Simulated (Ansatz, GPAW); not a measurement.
GaAs: GLLB-SC, run from Python

These are simulated results from GPAW 26.7.0, not measurements. The cell was built from a prototype and was relaxed with r2SCAN in plane waves (Ansatz 0.2.0). Not every such cell is a known phase. All runs are without spin polarisation.

Space group F-43m (No. 216), cubic; a = 5.666 Å in the conventional setting, 22.74 Å³ an atom. Around Ga lie 4 As at 2.45 Å; around As lie 4 Ga at 2.45 Å.

GLLB-SC is a model potential. Its fundamental gap is the Kohn-Sham gap plus a derivative discontinuity, which the script evaluates at the band edges among the listed k points. Its total energy isn't variational and serves nothing here.

run.py reads:

```python
import json
from ase import Atoms
from gpaw import GPAW, PW, FermiDirac

atoms = Atoms(['Ga', 'As'],
              cell=[[-0.0, 2.833085, 2.833085], [2.833085, 0.0, 2.833085], [2.833085, 2.833085, 0.0]],
              scaled_positions=[[-0.0, 0.0, 0.0], [0.25, 0.25, 0.25]],
              pbc=True)
calc = GPAW(mode=PW(400), xc='GLLBSC', kpts={'size': (6, 6, 6), 'gamma': True},
            occupations=FermiDirac(0.02), maxiter=100, legacy_gpaw=True, txt='gpaw.txt')
atoms.calc = calc
res = {'energy': atoms.get_potential_energy(force_consistent=True)}
res['electrons'] = calc.get_number_of_electrons()
res['k'] = calc.get_ibz_k_points().tolist()
res['levels'] = [calc.get_eigenvalues(kpt=i).tolist() for i in range(len(res['k']))]
points = [[0.0, 0.0, 0.0], [-0.5, -0.5, 0.0], [-0.375, -0.375, 0.25], [-0.375, 0.0, 0.375], [0.0, 0.0, 0.5], [-0.5, -0.25, 0.25]]
bands = calc.fixed_density(kpts=points, symmetry='off', nbands=round(res['electrons']) // 2 + 6, convergence={'bands': -2}, txt='bands.txt')
res['points'] = [bands.get_eigenvalues(kpt=i).tolist() for i in range(len(points))]
homo, lumo = bands.get_homo_lumo()
potential = calc.hamiltonian.xc.response.calculate_discontinuity_potential(homo, lumo)
res['discontinuity'] = bands.hamiltonian.xc.response.calculate_discontinuity(potential)
json.dump(res, open('results.json', 'w'))
print('free energy (eV):', round(res['energy'], 5))
```

Command: `python run.py`. It took 4.4 s on 1 thread of Arm Neoverse V2, with other jobs on the host, peak memory 0.14 GiB.

The log gpaw.txt, trimmed of paths, versions and times, then the last line on the terminal. An iter line gives the energy in eV and the logarithms of the changes of orbitals (plane waves alone) and density (c: converged):

```
___ ___ ___ _ _ _
 |   |   |_  | | | |

 | | | | | . | | | |

 |__ |  _|___|_____|  26.7.0
 |___|_|

Input parameters:
  kpts: {gamma: True,
         size: (6, 6, 6)}
  maxiter: 100
  mode: {ecut: 400.0,
         name: pw}
  occupations: {fixmagmom: False,
                name: fermi-dirac,
                width: 0.02}
  xc: GLLBSC

System changes: positions, numbers, cell, pbc, initial_charges, initial_magmoms

Initialize ...

species:
  Ga:
    name:    Gallium
    Z:       31.0
    valence: 3
    core:    28
    charge:  0.0  # [|e|]
    compensation charges:
      type: gauss
      rc: 0.37  # [Å]
      lmax: 2
    cutoffs:
      filter: 2.06  # [Å]
      core: 4.02  # [Å]
    projectors
    | kind |    occ | energy [eV] | rcut [Å] |

    |------|--------|-------------|----------|

    |   4s |  2.000 |      -9.380 |    1.164 |

    |   4p |  1.000 |      -3.146 |    1.164 |

    |    s |        |      17.831 |    1.164 |

    |    p |        |      24.065 |    1.164 |

    |    d |        |       0.000 |    1.164 |

    Using partial waves for Ga as LCAO basis

  As:
    name:    Arsenic
    Z:       33.0
    valence: 5
    core:    28
    charge:  0.0  # [|e|]
    compensation charges:
      type: gauss
      rc: 0.33  # [Å]
      lmax: 2
    cutoffs:
      filter: 1.87  # [Å]
      core: 2.96  # [Å]
    projectors
    | kind |    occ | energy [eV] | rcut [Å] |

    |------|--------|-------------|----------|

    |   4s |  2.000 |     -16.478 |    1.058 |

    |   4p |  3.000 |      -7.456 |    1.058 |

    |    s |        |      10.734 |    1.058 |

    |    p |        |      19.755 |    1.058 |

    |    d |        |       0.000 |    1.058 |

    Using partial waves for As as LCAO basis

Reference energy: -114302.559724  # eV

Spin-paired calculation

Convergence criteria:
 Maximum [total energy] change in last 3 cyles: 0.0005 eV / valence electron
 Maximum integral of absolute [dens]ity change: 0.0001 electrons / valence electron
 Maximum integral of absolute [eigenst]ate change: 4e-08 eV^2 / valence electron
 Maximum number of scf [iter]ations: 100
 (Square brackets indicate name in SCF output, whereas a 'c' in
 the SCF output indicates the quantity has converged.)

Symmetries present (total): 24

  ( 1  0  0)  ( 1  0  0)  ( 1  0 -1)  ( 1  0 -1)  ( 1 -1  0)  ( 1 -1  0)
  ( 0  1  0)  ( 0  0  1)  ( 0  1 -1)  ( 0  0 -1)  ( 0 -1  1)  ( 0 -1  0)
  ( 0  0  1)  ( 0  1  0)  ( 0  0 -1)  ( 0  1 -1)  ( 0 -1  0)  ( 0 -1  1)

  ( 0  1  0)  ( 0  1  0)  ( 0  1 -1)  ( 0  1 -1)  ( 0  0  1)  ( 0  0  1)
  ( 1  0  0)  ( 0  0  1)  ( 1  0 -1)  ( 0  0 -1)  ( 1  0  0)  ( 0  1  0)
  ( 0  0  1)  ( 1  0  0)  ( 0  0 -1)  ( 1  0 -1)  ( 0  1  0)  ( 1  0  0)

  ( 0  0 -1)  ( 0  0 -1)  ( 0 -1  1)  ( 0 -1  1)  ( 0 -1  0)  ( 0 -1  0)
  ( 1  0 -1)  ( 0  1 -1)  ( 1 -1  0)  ( 0 -1  0)  ( 1 -1  0)  ( 0 -1  1)
  ( 0  1 -1)  ( 1  0 -1)  ( 0 -1  0)  ( 1 -1  0)  ( 0 -1  1)  ( 1 -1  0)

  (-1  1  0)  (-1  1  0)  (-1  0  1)  (-1  0  1)  (-1  0  0)  (-1  0  0)
  (-1  0  1)  (-1  0  0)  (-1  1  0)  (-1  0  0)  (-1  1  0)  (-1  0  1)
  (-1  0  0)  (-1  0  1)  (-1  0  0)  (-1  1  0)  (-1  0  1)  (-1  1  0)

216 k-points: 6 x 6 x 6 Monkhorst-Pack grid + [1/12,1/12,1/12]
16 k-points in the irreducible part of the Brillouin zone
       k-points in crystal coordinates                weights
   0:     0.00000000    0.00000000    0.00000000          1/216
   1:     0.16666667    0.16666667    0.00000000          6/216
   2:     0.16666667    0.16666667    0.16666667          8/216
   3:     0.33333333    0.16666667    0.16666667         12/216
   4:     0.33333333    0.33333333   -0.33333333         12/216
   5:     0.33333333    0.33333333    0.00000000          6/216
   6:     0.33333333    0.33333333    0.16666667         24/216
   7:     0.33333333    0.33333333    0.33333333          8/216
   8:     0.50000000    0.33333333   -0.33333333         24/216
   9:     0.50000000    0.33333333   -0.16666667         12/216
          ...
  15:     0.50000000    0.50000000    0.50000000          4/216

Wave functions: Plane wave expansion
  Cutoff energy: 400.000 eV
  Number of coefficients (min, max): 806, 869
  Pulay-stress correction: 0.000000 eV/Ang^3 (de/decut=0.000000)
  Using FFTW library
  ScaLapack parameters: grid=1x1, blocksize=None
  Wavefunction extrapolation:
    Improved wavefunction reuse through dual PAW basis

Occupation numbers: Fermi-Dirac:
  width: 0.0200  # eV

Eigensolver
   Davidson(niter=2)

Densities:
  Coarse grid: 20*20*20 grid
  Fine grid: 40*40*40 grid
  Total Charge: 0.000000

Density mixing:
  Method: separate
  Backend: msr1
  Linear mixing parameter: 0.05
  old densities: 10
  Width of damping distribution: 1.1
  Damping of long wavelength oscillations: 20

Hamiltonian:
  XC and Coulomb potentials evaluated on a 40*40*40 grid
  Using the GLLBSC Exchange-Correlation functional
  External potential:
    NoExternalPotential

XC parameters: GLLBSC functional being used consists of
  -----------------------------------------------------------------------
  | Weight | Module     | Description                                   |

  -----------------------------------------------------------------------
  |  1.000 | SCREENING  | GGA_X_PBE_SOL with 2 nearest neighbor stencil |

  |  1.000 | RESPONSE   | eps=0.0500 eV                                 |

  |  1.000 | XC         | GGA_C_PBE_SOL with 2 nearest neighbor stencil |

  -----------------------------------------------------------------------

Memory estimate:
  Process memory now: 110.55 MiB
  Calculator: 9.34 MiB
    Density: 3.91 MiB
      Arrays: 1.59 MiB
      Localized functions: 1.10 MiB
      Mixer: 1.22 MiB
    Hamiltonian: 1.06 MiB
      Arrays: 1.04 MiB
      XC: 0.00 MiB
      Poisson: 0.00 MiB
      vbar: 0.03 MiB
    Wavefunctions: 4.37 MiB
      Arrays psit_nG: 1.70 MiB
      Eigensolver: 0.18 MiB
      Projections: 0.05 MiB
      Projectors: 1.92 MiB
      PW-descriptor: 0.52 MiB

Total number of cores used: 1

Number of atoms: 2
Number of atomic orbitals: 8
Number of bands in calculation: 8
Number of valence electrons: 8
Bands to converge: occupied

... initialized

Initializing position-dependent things.

Density initialized from atomic densities
Creating initial wave functions:
  8 bands from LCAO basis set
Positions:
   0 Ga     0.000000    0.000000    0.000000    ( 0.0000,  0.0000,  0.0000)
   1 As     1.416543    1.416543    1.416543    ( 0.0000,  0.0000,  0.0000)

Unit cell:
           periodic     x           y           z      points  spacing
  1. axis:    yes   -0.000000    2.833085    2.833085    20     0.1636
  2. axis:    yes    2.833085    0.000000    2.833085    20     0.1636
  3. axis:    yes    2.833085    2.833085    0.000000    20     0.1636

  Lengths:   4.006587   4.006587   4.006587
  Angles:   60.000000  60.000000  60.000000

Effective grid spacing dv^(1/3) = 0.1785

iter:   1    -8.427623
iter:   2    -8.884564   -1.31  -0.78
iter:   3    -8.569353   -1.29  -0.77
iter:   4    -8.693339   -2.46  -1.02
iter:   5    -8.840365   -2.09  -1.03
iter:   6    -8.796434   -3.15  -1.61
iter:   7    -8.791680   -3.55  -1.53
iter:   8    -8.810936   -3.11  -1.70
iter:   9    -8.801599   -4.78  -2.66
iter:  10    -8.799249   -5.28  -2.60
iter:  11    -8.799961c  -5.78  -3.17
iter:  12    -8.799569c  -7.02  -4.03c
iter:  13    -8.799395c  -7.94c -4.39c

Converged after 13 iterations.

Energy contributions relative to reference atoms: (reference = -114302.559724)

Kinetic:        +43.815830
Potential:      -39.369570
External:        +0.000000
XC:             -13.504152
Entropy (-ST):   -0.000000
Local:           +0.258497
SIC:             +0.000000
--------------------------
Free energy:     -8.799395
Extrapolated:    -8.799395

GLLBSC response reference energy: 4.13386 eV (from HOMO)

Showing only first 2 kpts
 Kpt  Band  Eigenvalues  Occupancy
  0     2      4.13415    2.00000
  0     3      4.13415    2.00000
  0     4      4.88191    0.00000
  0     5      8.06882    0.00000

  1     2      3.17291    2.00000
  1     3      3.17291    2.00000
  1     4      6.79347    0.00000
  1     5      7.44831    0.00000

Fermi level: 4.53263

Gap: 0.748 eV
Transition (v -> c):
  (s=0, k=0, n=3, [0.00, 0.00, 0.00]) -> (s=0, k=0, n=4, [0.00, 0.00, 0.00])
No difference between direct/indirect transitions

free energy (eV): -8.79939
```

The gap in the log is over the mesh alone; results.json adds the listed points. GLLB-SC gives a gap of 0.99 eV (0.748 eV Kohn-Sham over the listed points plus 0.240 eV discontinuity). On the same cell, plane-wave PBE (Ansatz, 8×8×8 k points and the special points) gives a gap of 0.47 eV and r2SCAN a gap of 0.96 eV; on shared hosts these took about 2.5 and 5.6 core-seconds on the 2-atom cell, against 4.4 for the script. Semilocal gaps usually lie below measured ones.

The runs are scalar-relativistic, without spin-orbit coupling.
